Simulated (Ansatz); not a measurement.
The system is NaLaMnMoO6.

```
Na La Mn Mo O
1.0
     5.40523    0.00142    0.00146
     0.07459    5.40460   -0.01175
     0.03041   -0.01433    8.22075
Na La Mn Mo O
2 2 2 2 12
Direct
  0.50619 0.50653 0.24999
  0.49381 0.49347 0.75001
  0.01207 0.01233 0.25001
  0.98793 0.98767 0.74999
  0.50000 0.00000 0.00000
  0.00000 0.50000 0.50000
  0.00000 0.50000 0.00000
  0.50000 0.00000 0.50000
  0.94778 0.54274 0.23246
  0.05222 0.45726 0.76754
  0.28121 0.28009 0.04830
  0.71879 0.71991 0.95170
  0.20507 0.79908 0.99952
  0.79493 0.20092 0.00048
  0.45652 0.05176 0.73248
  0.54348 0.94824 0.26752
  0.20097 0.79487 0.49902
  0.79903 0.20513 0.50098
  0.28007 0.28119 0.45169
  0.71993 0.71881 0.54831
```

The cell was built by a generator and needn't be a form met in nature.

```yaml
Program: Ansatz 0.2.0
Task: relaxation of cell and atoms
Functional: PBE
Dispersion: D3(BJ)
Potentials_or_basis: Ansatz PAW
Cutoff: "420 eV (not typed: the program's choice for these potentials)"
k_mesh: 4 × 4 × 3
Occupations: fermi-dirac, width 0.05 eV
Spin: collinear spin, ferromagnetic start
Starting_moments: "[0.0, 0.0, 0.0, 0.0, 4.0, 4.0, 1.0, 1.0, 0.0, 0.0, 0.0, 0.0, 0.0, 0.0, 0.0, 0.0, 0.0, 0.0, 0.0, 0.0] μB"
```

At the start: volume 12.01 Å³/atom.

Where does the relaxation end?

It ends after 9 steps and the volume is 11.73 Å³/atom (-2.4 %); space group C2/c (No. 15, to 0.05 Å); moment 6.28 μB per cell.

Step by step:
```tsv
step	energy change (eV)	largest force (eV/Å)	volume (Å³)
1	0.0000	0.1514	240.15
2	-0.0723	0.2175	235.32
3	-0.0850	0.1040	234.61
4	-0.0871	0.0230	234.59
5	-0.0869	0.0123	234.73
6	-0.0870	0.0040	234.72
7	-0.0696	0.0040	234.72
8	-0.0705	0.0042	234.50
9	-0.0696	0.0041	234.50
```

Final structure:
```cif
data_structure
_symmetry_space_group_name_H-M 'P 1'
_symmetry_Int_Tables_number 1
_cell_length_a 5.3649
_cell_length_b 5.3649
_cell_length_c 8.1486
_cell_angle_alpha 90.248
_cell_angle_beta 89.752
_cell_angle_gamma 89.099
_cell_volume 234.50
loop_
_atom_site_label
_atom_site_type_symbol
_atom_site_fract_x
_atom_site_fract_y
_atom_site_fract_z
_atom_site_occupancy
Na1 Na 0.50624 0.50634 0.25000 1
Na2 Na 0.49376 0.49366 0.75000 1
La1 La 0.01197 0.01202 0.25000 1
La2 La 0.98803 0.98798 0.75000 1
Mn1 Mn 0.50000 0.00000 0.00000 1
Mn2 Mn 0.00000 0.50000 0.50000 1
Mo1 Mo 0.00000 0.50000 0.00000 1
Mo2 Mo 0.50000 0.00000 0.50000 1
O1 O 0.94731 0.54341 0.23434 1
O2 O 0.05269 0.45659 0.76566 1
O3 O 0.28238 0.27796 0.04833 1
O4 O 0.71762 0.72204 0.95167 1
O5 O 0.20781 0.79799 0.99944 1
O6 O 0.79219 0.20201 0.00056 1
O7 O 0.45640 0.05256 0.73435 1
O8 O 0.54360 0.94744 0.26565 1
O9 O 0.20202 0.79217 0.49932 1
O10 O 0.79798 0.20783 0.50068 1
O11 O 0.27796 0.28238 0.45167 1
O12 O 0.72204 0.71762 0.54833 1
```

Caveat: the plane-wave basis is chosen anew once the cell has moved, so the energies of steps on either side of that aren't comparable; the pressure holds a Pulay correction of +0.6 GPa for the finite cutoff; only a ferromagnetic start was run, and an antiferromagnetic order may lie lower in energy; pairwise dispersion overbinds metals, which lowers pressure and volume; the starting moments weren't kept.
